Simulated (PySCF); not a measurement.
# C₆H₆ClP+ (doublet): open-shell or spin-flip excitations

Wanted: open-shell or spin-flip excitations for C₆H₆ClP+ (doublet) (`Pc1ccc(Cl)cc1`).

Computed with PySCF 2.14.0 and routines of our own; the level stands in each step. Atoms count from 0.

### Step 1. The system as given

14 atoms, charge 1, multiplicity 2; geometry from: GFN2-xTB.

### Step 2. Open-shell or spin-flip excitations: unrestricted TDDFT PBE0/def2-SVPD

What the job is given:

```
{"job": {"kind": "uabs", "xc": "PBE0", "basis": "def2-SVPD", "nstates": 10, "tda": false}, "charge": 1, "multiplicity": 2}
P      2.599345     0.040663    -0.630444
C      0.852441     0.019045    -0.278453
C      0.144016     1.223999    -0.105335
C     -1.193676     1.205992     0.201549
C     -1.871822    -0.020392     0.295095
Cl    -3.531418    -0.044850     0.643801
C     -1.185665    -1.224767     0.067995
C      0.151827    -1.201929    -0.238736
H      3.072987     1.098022     0.139588
H      3.072530    -1.102208     0.006037
H      0.661118     2.169237    -0.191704
H     -1.731086     2.127060     0.365332
H     -1.716664    -2.161560     0.130246
H      0.675388    -2.128785    -0.427136
```

With the program's defaults for keys left out, this is: unrestricted TDDFT PBE0/def2-SVPD, vertical, gas phase, core orbitals frozen in the response.

Started as:

```console
$ OMP_NUM_THREADS=1 python excited_run.py task.json out
```

This one command runs all jobs of the session in turn.

Standard output:

```text
coarse grid: 13488 points
cycle   1  E = -1032.3836923247  dE =  1.597e+00  |g| = 2.308e-01  |ddm| = 7.587e+00
cycle   2  E = -1032.3634419031  dE =  2.025e-02  |g| = 3.031e-01  |ddm| = 2.363e+00
cycle   3  E = -1032.4185711302  dE = -5.513e-02  |g| = 3.143e-02  |ddm| = 1.149e+00
cycle   4  E = -1032.4187786188  dE = -2.075e-04  |g| = 2.811e-02  |ddm| = 2.728e-01
cycle   5  E = -1032.4192675040  dE = -4.889e-04  |g| = 1.139e-02  |ddm| = 1.444e-01
cycle   6  E = -1032.4193545901  dE = -8.709e-05  |g| = 3.460e-03  |ddm| = 4.210e-02
cycle   7  E = -1032.4193672083  dE = -1.262e-05  |g| = 1.419e-03  |ddm| = 1.808e-02
cycle   8  E = -1032.4193711168  dE = -3.908e-06  |g| = 7.573e-04  |ddm| = 1.094e-02
final grid: 123152 points
cycle   9  E = -1032.5362819090  dE = -2.099e-05  |g| = 5.856e-03  |ddm| = 1.889e-01
cycle  10  E = -1032.5362375370  dE =  4.437e-05  |g| = 1.026e-02  |ddm| = 8.474e-02
cycle  11  E = -1032.5363039355  dE = -6.640e-05  |g| = 8.972e-04  |ddm| = 5.648e-02
cycle  12  E = -1032.5363043732  dE = -4.377e-07  |g| = 4.975e-04  |ddm| = 4.553e-03
cycle  13  E = -1032.5363045539  dE = -1.808e-07  |g| = 2.239e-04  |ddm| = 1.849e-03
cycle  14  E = -1032.5363046312  dE = -7.730e-08  |g| = 1.495e-04  |ddm| = 1.487e-03
cycle  15  E = -1032.5363046752  dE = -4.402e-08  |g| = 4.361e-05  |ddm| = 1.619e-03
cycle  16  E = -1032.5363046802  dE = -4.987e-09  |g| = 2.121e-05  |ddm| = 5.613e-04
cycle  17  E = -1032.5363046812  dE = -9.256e-10  |g| = 1.333e-05  |ddm| = 1.977e-04
converged SCF energy = -1032.5363046812

Static polarisability (au): isotropic 136.880, principal 59.534 91.990 259.116

<S^2> of the reference = 0.7627 (exact 0.7500)

Excitations
state   eV       nm        f      <S^2>   main configurations
  1   1.5839    782.8   0.00009   0.804   H-1b->Lb 0.99
  2   1.9753    627.7   0.18997   0.767   Hb->Lb 0.95
  3   2.5953    477.7   0.00000   0.788   H-2b->Lb 0.99
  4   3.6169    342.8   0.00547   0.937   H-3b->Lb 0.84
  5   3.9871    311.0   0.07253   1.954   Ha->La 0.38, H-1a->L+1a 0.25, H-1b->L+2b 0.17
  6   4.0688    304.7   0.00008   0.778   H-4b->Lb 0.99
  7   4.1470    299.0   0.02610   0.838   H-5b->Lb 0.88
  8   4.5590    272.0   0.14487   1.599   Ha->La 0.31, H-6b->Lb 0.22, H-1a->L+1a 0.16, H-1b->L+2b 0.16
  9   4.8043    258.1   0.00694   2.469   H-1a->La 0.46, H-1b->L+1b 0.35, Ha->L+1a 0.15
 10   4.8768    254.2   0.00001   1.246   Ha->L+1a 0.72, H-1a->La 0.24
```

It took 3 min on 1 thread of AMD EPYC, shared host; peak memory 0.8 GiB.

From this job:

```tsv
quantity	value
⟨S²⟩	0.763
```

Löwdin spin populations:

P0 0.38; C1 0.15; C2 0.05; C3 0.01; C4 0.16; Cl5 0.11; C6 0.01; C7 0.05; H8 0.04; H9 0.04; H10 0.00; H11 0.00; H12 0.00; H13 0.00

With diffuse functions Löwdin's scheme smears the spin, so small populations can have the wrong sign.

### Step 3. Open-shell or spin-flip excitations: unrestricted TDDFT PBE0/def2-SVPD in methanol

The job, as its differences from that of step 2:

```diff
@@ -1,2 +1,2 @@
-{"job": {"kind": "uabs", "xc": "PBE0", "basis": "def2-SVPD", "nstates": 10, "tda": false}, "charge": 1, "multiplicity": 2}
+{"job": {"kind": "uabs", "xc": "PBE0", "basis": "def2-SVPD", "nstates": 10, "tda": false, "solvent": "methanol", "pol": false}, "charge": 1, "multiplicity": 2}
 P      2.599345     0.040663    -0.630444
```

Level: unrestricted TDDFT PBE0/def2-SVPD, vertical, IEF-PCM methanol (non-equilibrium linear response), core orbitals frozen in the response.

Standard output:

```text
coarse grid: 13488 points
cycle   1  E = -1032.4728277947  dE =  1.509e+00  |g| = 2.203e-01  |ddm| = 7.596e+00
cycle   2  E = -1032.4657938798  dE =  7.034e-03  |g| = 2.677e-01  |ddm| = 1.855e+00
cycle   3  E = -1032.5017488357  dE = -3.595e-02  |g| = 3.919e-02  |ddm| = 9.982e-01
cycle   4  E = -1032.5022448555  dE = -4.960e-04  |g| = 3.251e-02  |ddm| = 2.560e-01
cycle   5  E = -1032.5029125092  dE = -6.677e-04  |g| = 5.681e-03  |ddm| = 1.547e-01
cycle   6  E = -1032.5029579826  dE = -4.547e-05  |g| = 3.027e-03  |ddm| = 3.364e-02
cycle   7  E = -1032.5029881351  dE = -3.015e-05  |g| = 2.174e-03  |ddm| = 4.484e-02
cycle   8  E = -1032.5029976958  dE = -9.561e-06  |g| = 9.191e-04  |ddm| = 3.339e-02
final grid: 123152 points
cycle   9  E = -1032.6199405111  dE = -3.052e-05  |g| = 4.078e-03  |ddm| = 1.858e-01
cycle  10  E = -1032.6199333807  dE =  7.130e-06  |g| = 5.777e-03  |ddm| = 5.611e-02
cycle  11  E = -1032.6199530460  dE = -1.967e-05  |g| = 6.155e-04  |ddm| = 3.739e-02
cycle  12  E = -1032.6199534090  dE = -3.630e-07  |g| = 4.389e-04  |ddm| = 2.851e-03
cycle  13  E = -1032.6199537218  dE = -3.128e-07  |g| = 2.493e-04  |ddm| = 4.159e-03
cycle  14  E = -1032.6199538752  dE = -1.534e-07  |g| = 1.411e-04  |ddm| = 4.604e-03
cycle  15  E = -1032.6199539041  dE = -2.891e-08  |g| = 4.406e-05  |ddm| = 1.918e-03
cycle  16  E = -1032.6199539069  dE = -2.779e-09  |g| = 2.061e-05  |ddm| = 6.245e-04
cycle  17  E = -1032.6199539074  dE = -4.636e-10  |g| = 9.098e-06  |ddm| = 1.221e-04
converged SCF energy = -1032.6199539074

<S^2> of the reference = 0.7646 (exact 0.7500)

Excitations
state   eV       nm        f      <S^2>   main configurations
  1   1.7369    713.8   0.00052   0.808   H-1b->Lb 0.99
  2   1.9829    625.3   0.22079   0.773   Hb->Lb 0.96
  3   3.1823    389.6   0.00000   0.795   H-2b->Lb 0.98
  4   3.8114    325.3   0.04519   1.456   H-3b->Lb 0.52, H-1a->L+1a 0.18, H-1b->L+2b 0.10
  5   3.9421    314.5   0.05345   1.566   Ha->La 0.38, H-3b->Lb 0.19, H-5b->Lb 0.13, Hb->L+1b 0.09
  6   4.1719    297.2   0.00043   0.784   H-4b->Lb 0.96
  7   4.1956    295.5   0.05206   0.857   H-5b->Lb 0.77, H-3b->Lb 0.12
  8   4.6733    265.3   0.11063   1.849   Ha->La 0.25, H-1b->L+2b 0.24, H-1a->L+1a 0.22, H-3b->Lb 0.13
  9   4.7820    259.3   0.00733   2.515   H-1a->La 0.46, H-1b->L+1b 0.35, Ha->L+1a 0.14
 10   4.9260    251.7   0.00000   1.356   Ha->L+1a 0.71, H-1a->La 0.24
```

It took 2.6 min on 1 thread of AMD EPYC, shared host; peak memory 0.97 GiB.

Key values:

```tsv
quantity	value
⟨S²⟩	0.765
```

### Step 4. Open-shell or spin-flip excitations: unrestricted TDA BP86/def2-SVPD in acetonitrile

The job, as its differences from that of step 3:

```diff
@@ -1,2 +1,2 @@
-{"job": {"kind": "uabs", "xc": "PBE0", "basis": "def2-SVPD", "nstates": 10, "tda": false, "solvent": "methanol", "pol": false}, "charge": 1, "multiplicity": 2}
+{"job": {"kind": "uabs", "xc": "BP86", "basis": "def2-SVPD", "nstates": 10, "tda": true, "solvent": "acetonitrile", "scf": {"aux": "def2-universal-jkfit", "fallback": true}, "grid": 1}, "charge": 1, "multiplicity": 2}
 P      2.599345     0.040663    -0.630444
```

Level: unrestricted TDA BP86/def2-SVPD, vertical, IEF-PCM acetonitrile (non-equilibrium linear response), core orbitals frozen in the response.

Standard output:

```text
final grid: 58640 points
cycle   1  E = -1033.2082320571  dE =  1.226e+00  |g| = 2.777e-01  |ddm| = 8.114e+00
cycle   2  E = -1033.1091422376  dE =  9.909e-02  |g| = 4.763e-01  |ddm| = 2.605e+00
cycle   3  E = -1033.2488914643  dE = -1.397e-01  |g| = 6.973e-02  |ddm| = 2.012e+00
cycle   4  E = -1033.2512010346  dE = -2.310e-03  |g| = 4.206e-02  |ddm| = 4.869e-01
cycle   5  E = -1033.2521212581  dE = -9.202e-04  |g| = 6.398e-03  |ddm| = 1.225e-01
cycle   6  E = -1033.2521355829  dE = -1.432e-05  |g| = 3.898e-03  |ddm| = 4.006e-02
cycle   7  E = -1033.2521435099  dE = -7.927e-06  |g| = 1.908e-03  |ddm| = 2.138e-02
cycle   8  E = -1033.2521458250  dE = -2.315e-06  |g| = 5.507e-04  |ddm| = 7.564e-03
cycle   9  E = -1033.2521459359  dE = -1.109e-07  |g| = 3.192e-04  |ddm| = 2.657e-03
cycle  10  E = -1033.2521459874  dE = -5.154e-08  |g| = 9.213e-05  |ddm| = 1.352e-03
cycle  11  E = -1033.2521459964  dE = -8.984e-09  |g| = 3.172e-05  |ddm| = 5.459e-04
cycle  12  E = -1033.2521460037  dE = -7.258e-09  |g| = 2.633e-05  |ddm| = 2.106e-04
cycle  13  E = -1033.2521459977  dE =  5.953e-09  |g| = 1.428e-05  |ddm| = 9.754e-05
cycle  14  E = -1033.2521459979  dE = -1.667e-10  |g| = 5.049e-06  |ddm| = 8.495e-05
converged SCF energy = -1033.2521459979

Static polarisability (au): isotropic 215.765, principal 86.430 139.196 421.669

<S^2> of the reference = 0.7534 (exact 0.7500)

Excitations
state   eV       nm        f      <S^2>   main configurations
  1   1.4763    839.8   0.00029   0.763   Hb->Lb 0.99
  2   2.1943    565.0   0.30432   0.757   H-1b->Lb 0.89
  3   2.2144    559.9   0.00002   0.757   H-2b->Lb 1.00
  4   3.3798    366.8   0.00004   0.756   H-4b->Lb 0.99
  5   3.4178    362.8   0.00506   0.767   H-3b->Lb 0.83, H-5b->Lb 0.13
  6   3.7949    326.7   0.00183   0.780   H-5b->Lb 0.80, H-3b->Lb 0.11
  7   4.2435    292.2   0.40257   1.365   Ha->La 0.62, H-1a->L+1a 0.09, H-1b->L+1b 0.09
  8   4.4334    279.7   0.00221   0.951   Ha->L+1a 0.87, Hb->L+1b 0.10
  9   4.5610    271.8   0.08682   1.974   H-1a->L+1a 0.35, H-7b->Lb 0.31, Hb->L+2b 0.25
 10   4.6089    269.0   0.00131   0.764   H-6b->Lb 0.99
```

Run time: 82 s. Hardware: 1 thread of AMD EPYC, shared host; peak memory 0.94 GiB.

From this job:

```tsv
quantity	value
⟨S²⟩	0.753
```

### Step 5. Outcome

| quantity | value |
| --- | --- |
| lowest and brightest state of nearly pure spin, of 10 (step 2, unrestricted TDDFT PBE0/def2-SVPD) | 1.58 eV; 1.98 eV, f = 0.190 |
| lowest and brightest state of nearly pure spin, of 10 (step 3, unrestricted TDDFT PBE0/def2-SVPD in methanol) | 1.74 eV; 1.98 eV, f = 0.221 |
| lowest and brightest state of nearly pure spin, of 10 (step 4, unrestricted TDA BP86/def2-SVPD in acetonitrile) | 1.48 eV; 2.19 eV, f = 0.304 |

What this shows: States whose ⟨S²⟩ lies well above the reference's are mixtures of spin states, an artefact of the unrestricted response, and are left out of the summary. The lowest state of nearly pure spin runs from 1.48 to 1.74 eV over the runs.
